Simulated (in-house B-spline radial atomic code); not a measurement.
# Hf²⁺ in a hard spherical wall

Aim: energy and levels of Hf²⁺ squeezed by an impenetrable sphere of shrinking radius. More than one configuration is followed.

Program: in-house B-spline radial atomic code version 1. Level of theory: scalar-relativistic (spin-free one-electron X2C) PBE, spherical fractional occupations, Fermi nucleus, basis-set limit. These are calculated values, not measurements, unless marked.

**1. The system**

| Item | Value |
| --- | --- |
| element | hafnium (Z = 72) |
| charge | +2 |
| electrons | 70 |
| configuration | [Xe] 4f14 5d2 |
| Hamiltonian | scalar-relativistic (X2C) |
| nucleus | Fermi, rms radius 5.347 fm |

Outer shells as boxes (Hund's rule):

[Xe] 4f14 5d2
```
[Xe] core
4f [↑↓][↑↓][↑↓][↑↓][↑↓][↑↓][↑↓]
5d [↑ ][↑ ][  ][  ][  ]
```

The boxes only draw the filling; these runs are spin-restricted and spherical.

Settings, as recorded:

```ini
Z = 72
electrons = 70.0
configuration = [Xe] 4f14 5d2
hamiltonian = x2c
method = pbe,pbe
spin_polarised = False
nucleus = fermi
rms_radius = 5.347
mass_number = 180
atomic_mass = 179.946559537
speed_of_light = 137.035999084
```

This reference run was done before. Its total energy is -15077.888918 hartree, and its levels are (the highest eight at most):

```tsv
orbital	occupation	energy (eV)	<r> (bohr)
3d	10	-1666.74	0.1890
4s	2	-525.94	0.4683
4p	6	-394.56	0.4969
4d	10	-221.21	0.5354
5s	2	-81.822	1.136
5p	6	-50.693	1.337
4f	14	-31.901	0.6766
5d	2	-16.683	2.119
```

**2. Wall at 5.31 bohr, configuration [Xe] 4f14 5d2**

Settings: those of step 1 with these lines changed.

```diff
@@ -11 +11,2 @@
 speed_of_light = 137.035999084
+wall_radius = 5.31
```

From the run's result record (rounded, not every field):

```text
{
  "status": "converged",
  "iterations": 10,
  "energy [hartree]": {"total": -15077.8763542, "kinetic": 16874.0522664, "nuclear": -37530.591598, "coulomb": 5891.20229154, "xc": -312.5393141},
  "orbitals [hartree, bohr; first row names the columns]": [
    ["name", "occ", "eps", "<r>"],
    ["1s", 2.0, -2391.9138, 0.018203],
    ["2s", 2.0, -409.47953, 0.079609],
    ["2p", 6.0, -360.73915, 0.071188],
    ["3s", 2.0, -93.733979, 0.2082],
    ["3p", 6.0, -79.092505, 0.20783],
    ["3d", 10.0, -61.233919, 0.18895],
    ["4s", 2.0, -19.310399, 0.46835],
    ["4p", 6.0, -14.482157, 0.49692],
    ["4d", 10.0, -8.1116495, 0.53542],
    ["5s", 2.0, -2.9897697, 1.1368],
    ["5p", 6.0, -1.8467914, 1.3381],
    ["4f", 14.0, -1.1548488, 0.67684],
    ["5d", 2.0, -0.59475877, 2.0389]
  ],
  "sum_r [bohr^k]": {"-1": 538.2515, "1": 37.30411, "2": 39.37737},
  "energy_minus_base [hartree]": 0.0125640036
}
```

Run time: 0.12 s. Hardware: 1 thread, shared host.

energy_minus_base is the energy less that of the reference run.

**3. Wall at 3.03 bohr, configuration [Xe] 4f14 5d2**

Settings: those of step 2 with these lines changed.

```diff
@@ -11,2 +11,2 @@
 speed_of_light = 137.035999084
-wall_radius = 5.31
+wall_radius = 3.03
```

From the record:

```text
{
  "status": "converged",
  "iterations": 10,
  "energy [hartree]": {"total": -15077.2912747, "kinetic": 16877.0785494, "nuclear": -37549.4061099, "coulomb": 5907.97783905, "xc": -312.941553228},
  "orbitals [hartree, bohr; first row names the columns]": [
    ["name", "occ", "eps", "<r>"],
    ["1s", 2.0, -2391.6514, 0.018203],
    ["2s", 2.0, -409.2197, 0.079609],
    ["2p", 6.0, -360.4786, 0.071188],
    ["3s", 2.0, -93.484324, 0.2082],
    ["3p", 6.0, -78.842726, 0.20783],
    ["3d", 10.0, -60.982904, 0.18896],
    ["4s", 2.0, -19.064954, 0.46837],
    ["4p", 6.0, -14.236875, 0.49697],
    ["4d", 10.0, -7.8669322, 0.5356],
    ["5s", 2.0, -2.7783666, 1.1396],
    ["5p", 6.0, -1.6384621, 1.3123],
    ["4f", 14.0, -0.91631363, 0.67658],
    ["5d", 2.0, -0.25256549, 1.6079]
  ],
  "sum_r [bohr^k]": {"-1": 538.5125, "1": 36.29129, "2": 34.73204},
  "energy_minus_base [hartree]": 0.597643481
}
```

Run time: 0.11 s. Hardware: 1 thread, shared host.

**4. Wall at 1.9 bohr, configuration [Xe] 4f14 5d2**

Settings: those of step 3 with these lines changed.

```diff
@@ -11,2 +11,2 @@
 speed_of_light = 137.035999084
-wall_radius = 3.03
+wall_radius = 1.9
```

From the record:

```text
{
  "status": "converged",
  "iterations": 9,
  "energy [hartree]": {"total": -15068.3348372, "kinetic": 16917.6726661, "nuclear": -37675.2313304, "coulomb": 6004.91056834, "xc": -315.686741226},
  "orbitals [hartree, bohr; first row names the columns]": [
    ["name", "occ", "eps", "<r>"],
    ["1s", 2.0, -2389.922, 0.018203],
    ["2s", 2.0, -407.5663, 0.079615],
    ["2p", 6.0, -358.81612, 0.071195],
    ["3s", 2.0, -91.923476, 0.20826],
    ["3p", 6.0, -77.280964, 0.20791],
    ["3d", 10.0, -59.411923, 0.18906],
    ["4s", 2.0, -17.622829, 0.46964],
    ["4p", 6.0, -12.81097, 0.49917],
    ["4d", 10.0, -6.468578, 0.54089],
    ["5s", 2.0, -1.5337853, 1.04],
    ["5p", 6.0, -0.16436807, 1.0972],
    ["4f", 14.0, 0.44148583, 0.65685],
    ["5d", 2.0, 1.8777334, 1.1517]
  ],
  "sum_r [bohr^k]": {"-1": 540.2613, "1": 33.6829, "2": 26.95278},
  "energy_minus_base [hartree]": 9.55408096
}
```

Wall time 0.15 s (1 thread, shared host).

**5. Wall at 5.31 bohr, configuration [Kr] 4d10 4f14 5s2 5p5 5d3**

Settings, as recorded:

```ini
Z = 72
electrons = 70.0
configuration = [Kr] 4d10 4f14 5s2 5p5 5d3
hamiltonian = x2c
method = pbe,pbe
spin_polarised = False
nucleus = fermi
rms_radius = 5.347
mass_number = 180
atomic_mass = 179.946559537
speed_of_light = 137.035999084
wall_radius = 5.31
```

From the record:

```text
{
  "status": "converged",
  "iterations": 10,
  "energy [hartree]": {"total": -15076.6072985, "kinetic": 16872.5476713, "nuclear": -37520.0893609, "coulomb": 5883.29003475, "xc": -312.355643542},
  "orbitals [hartree, bohr; first row names the columns]": [
    ["name", "occ", "eps", "<r>"],
    ["1s", 2.0, -2392.0566, 0.018203],
    ["2s", 2.0, -409.60346, 0.079608],
    ["2p", 6.0, -360.86485, 0.071187],
    ["3s", 2.0, -93.849024, 0.2082],
    ["3p", 6.0, -79.2078, 0.20782],
    ["3d", 10.0, -61.349176, 0.18895],
    ["4s", 2.0, -19.427732, 0.46839],
    ["4p", 6.0, -14.600234, 0.49697],
    ["4d", 10.0, -8.2299121, 0.53542],
    ["4f", 14.0, -1.2683281, 0.67196],
    ["5s", 2.0, -3.08625, 1.131],
    ["5p", 5.0, -1.9300779, 1.3252],
    ["5d", 3.0, -0.64452, 1.9832]
  ],
  "sum_r [bohr^k]": {"-1": 538.1059, "1": 37.69352, "2": 40.95471},
  "energy_minus_base [hartree]": 1.28161972
}
```

Wall time 0.12 s (1 thread, shared host).

**6. Wall at 3.03 bohr, configuration [Kr] 4d10 4f14 5s2 5p5 5d3**

Settings: those of step 5 with these lines changed.

```diff
@@ -11,2 +11,2 @@
 speed_of_light = 137.035999084
-wall_radius = 5.31
+wall_radius = 3.03
```

From the record:

```text
{
  "status": "converged",
  "iterations": 10,
  "energy [hartree]": {"total": -15075.8987187, "kinetic": 16876.0320194, "nuclear": -37541.9925101, "coulomb": 5902.88015405, "xc": -312.818382072},
  "orbitals [hartree, bohr; first row names the columns]": [
    ["name", "occ", "eps", "<r>"],
    ["1s", 2.0, -2391.7507, 0.018203],
    ["2s", 2.0, -409.29968, 0.079609],
    ["2p", 6.0, -360.56024, 0.071187],
    ["3s", 2.0, -93.55798, 0.2082],
    ["3p", 6.0, -78.916604, 0.20783],
    ["3d", 10.0, -61.056361, 0.18896],
    ["4s", 2.0, -19.141363, 0.46841],
    ["4p", 6.0, -14.313918, 0.49701],
    ["4d", 10.0, -7.9440023, 0.53559],
    ["4f", 14.0, -0.98928028, 0.67338],
    ["5s", 2.0, -2.8364281, 1.1356],
    ["5p", 5.0, -1.6877284, 1.3061],
    ["5d", 3.0, -0.28850329, 1.6004]
  ],
  "sum_r [bohr^k]": {"-1": 538.4098, "1": 36.48076, "2": 35.35617},
  "energy_minus_base [hartree]": 1.99019944
}
```

It took 0.11 s on 1 thread, shared host.

**7. Wall at 1.9 bohr, configuration [Kr] 4d10 4f14 5s2 5p5 5d3**

Settings: those of step 6 with these lines changed.

```diff
@@ -11,2 +11,2 @@
 speed_of_light = 137.035999084
-wall_radius = 3.03
+wall_radius = 1.9
```

From the record:

```text
{
  "status": "converged",
  "iterations": 9,
  "energy [hartree]": {"total": -15066.291854, "kinetic": 16917.6271028, "nuclear": -37671.6522837, "coulomb": 6003.375674, "xc": -315.642347054},
  "orbitals [hartree, bohr; first row names the columns]": [
    ["name", "occ", "eps", "<r>"],
    ["1s", 2.0, -2389.9644, 0.018203],
    ["2s", 2.0, -407.5807, 0.079615],
    ["2p", 6.0, -358.83227, 0.071194],
    ["3s", 2.0, -91.941178, 0.20827],
    ["3p", 6.0, -77.298857, 0.20792],
    ["3d", 10.0, -59.427481, 0.18907],
    ["4s", 2.0, -17.648359, 0.4697],
    ["4p", 6.0, -12.837268, 0.49923],
    ["4d", 10.0, -6.4949216, 0.54094],
    ["4f", 14.0, 0.41609258, 0.65651],
    ["5s", 2.0, -1.5539409, 1.0395],
    ["5p", 5.0, -0.18290534, 1.0967],
    ["5d", 3.0, 1.8609597, 1.1513]
  ],
  "sum_r [bohr^k]": {"-1": 540.2118, "1": 33.72911, "2": 27.07323},
  "energy_minus_base [hartree]": 11.5970642
}
```

Wall time 0.1 s (1 thread, shared host).

**8. Wall at 5.31 bohr, configuration [Xe] 4f14 5d1 5f1**

Settings, as recorded:

```ini
Z = 72
electrons = 70.0
configuration = [Xe] 4f14 5d1 5f1
hamiltonian = x2c
method = pbe,pbe
spin_polarised = False
nucleus = fermi
rms_radius = 5.347
mass_number = 180
atomic_mass = 179.946559537
speed_of_light = 137.035999084
wall_radius = 5.31
```

From the record:

```text
{
  "status": "converged",
  "iterations": 10,
  "energy [hartree]": {"total": -15077.1835088, "kinetic": 16874.0481683, "nuclear": -37520.2228664, "coulomb": 5881.34129278, "xc": -312.350103423},
  "orbitals [hartree, bohr; first row names the columns]": [
    ["name", "occ", "eps", "<r>"],
    ["1s", 2.0, -2392.059, 0.018203],
    ["2s", 2.0, -409.62556, 0.079609],
    ["2p", 6.0, -360.88544, 0.071188],
    ["3s", 2.0, -93.874468, 0.2082],
    ["3p", 6.0, -79.233065, 0.20783],
    ["3d", 10.0, -61.37526, 0.18895],
    ["4s", 2.0, -19.45202, 0.46839],
    ["4p", 6.0, -14.624353, 0.49699],
    ["4d", 10.0, -8.2546508, 0.53554],
    ["5s", 2.0, -3.1307532, 1.1326],
    ["5p", 6.0, -1.9779449, 1.3256],
    ["4f", 14.0, -1.2972494, 0.67441],
    ["5d", 1.0, -0.69028531, 1.9736],
    ["5f", 1.0, 0.022283832, 3.1687]
  ],
  "sum_r [bohr^k]": {"-1": 538.1076, "1": 38.25258, "2": 44.67134},
  "energy_minus_base [hartree]": 0.705409335
}
```

It took 0.12 s on 1 thread, shared host.

**9. Wall at 3.03 bohr, configuration [Xe] 4f14 5d1 5f1**

Settings: those of step 8 with these lines changed.

```diff
@@ -11,2 +11,2 @@
 speed_of_light = 137.035999084
-wall_radius = 5.31
+wall_radius = 3.03
```

From the record:

```text
{
  "status": "converged",
  "iterations": 10,
  "energy [hartree]": {"total": -15075.9188463, "kinetic": 16877.6161439, "nuclear": -37545.324482, "coulomb": 5904.64474393, "xc": -312.855252175},
  "orbitals [hartree, bohr; first row names the columns]": [
    ["name", "occ", "eps", "<r>"],
    ["1s", 2.0, -2391.7087, 0.018203],
    ["2s", 2.0, -409.27329, 0.079609],
    ["2p", 6.0, -360.53325, 0.071188],
    ["3s", 2.0, -93.523724, 0.2082],
    ["3p", 6.0, -78.88237, 0.20783],
    ["3d", 10.0, -61.024077, 0.18895],
    ["4s", 2.0, -19.110451, 0.46847],
    ["4p", 6.0, -14.283921, 0.49712],
    ["4d", 10.0, -7.9157967, 0.53588],
    ["5s", 2.0, -2.8318566, 1.1373],
    ["5p", 6.0, -1.6866148, 1.3083],
    ["4f", 14.0, -0.96599528, 0.67667],
    ["5d", 1.0, -0.29152684, 1.6027],
    ["5f", 1.0, 1.0850387, 1.8396]
  ],
  "sum_r [bohr^k]": {"-1": 538.4559, "1": 36.49409, "2": 35.51538},
  "energy_minus_base [hartree]": 1.97007185
}
```

It took 0.12 s on 1 thread, shared host.

**10. Wall at 1.9 bohr, configuration [Xe] 4f14 5d1 5f1**

Settings: those of step 9 with these lines changed.

```diff
@@ -11,2 +11,2 @@
 speed_of_light = 137.035999084
-wall_radius = 3.03
+wall_radius = 1.9
```

From the record:

```text
{
  "status": "converged",
  "iterations": 9,
  "energy [hartree]": {"total": -15065.6788256, "kinetic": 16918.3976386, "nuclear": -37674.6227932, "coulomb": 6006.23895281, "xc": -315.692623813},
  "orbitals [hartree, bohr; first row names the columns]": [
    ["name", "occ", "eps", "<r>"],
    ["1s", 2.0, -2389.9303, 0.018203],
    ["2s", 2.0, -407.55937, 0.079613],
    ["2p", 6.0, -358.81262, 0.071192],
    ["3s", 2.0, -91.876226, 0.20826],
    ["3p", 6.0, -77.23449, 0.2079],
    ["3d", 10.0, -59.369188, 0.18904],
    ["4s", 2.0, -17.596908, 0.46989],
    ["4p", 6.0, -12.788718, 0.49953],
    ["4d", 10.0, -6.4504119, 0.54155],
    ["5s", 2.0, -1.5401018, 1.0404],
    ["5p", 6.0, -0.17093959, 1.0974],
    ["4f", 14.0, 0.45570672, 0.6595],
    ["5d", 1.0, 1.8717398, 1.1518],
    ["5f", 1.0, 4.5310816, 1.1128]
  ],
  "sum_r [bohr^k]": {"-1": 540.2529, "1": 33.69254, "2": 27.01331},
  "energy_minus_base [hartree]": 12.2100926
}
```

It took 0.1 s on 1 thread, shared host.

**11. Results**

| configuration | radius (bohr) | energy above the free system (eV) | highest level (eV) |
| --- | --- | --- | --- |
| [Xe] 4f14 5d2 | 5.31 | 0.342 | -16.184 (5d) |
| [Xe] 4f14 5d2 | 3.03 | 16.263 | -6.873 (5d) |
| [Xe] 4f14 5d2 | 1.9 | 259.98 | 51.096 (5d) |
| [Kr] 4d10 4f14 5s2 5p5 5d3 | 5.31 | 34.875 | -17.538 (5d) |
| [Kr] 4d10 4f14 5s2 5p5 5d3 | 3.03 | 54.156 | -7.851 (5d) |
| [Kr] 4d10 4f14 5s2 5p5 5d3 | 1.9 | 315.57 | 50.639 (5d) |
| [Xe] 4f14 5d1 5f1 | 5.31 | 19.195 | 0.606 (5f) |
| [Xe] 4f14 5d1 5f1 | 3.03 | 53.608 | 29.525 (5f) |
| [Xe] 4f14 5d1 5f1 | 1.9 | 332.25 | 123.30 (5f) |

What this shows: For [Xe] 4f14 5d2 the energy above the free reference is 0.342 eV at 5.31 bohr and 259.98 eV at 1.9 bohr. Its highest level passes zero between 3.03 and 1.9 bohr; in smaller spheres the level is positive, pushed up by confinement, and the wall keeps the electron in. Of [Xe] 4f14 5d2 and [Kr] 4d10 4f14 5s2 5p5 5d3, the first stays lower at every radius that both share. At 1.9 bohr the lowest of all 3 is [Xe] 4f14 5d2. A hard wall is a crude model of an atom's surroundings.
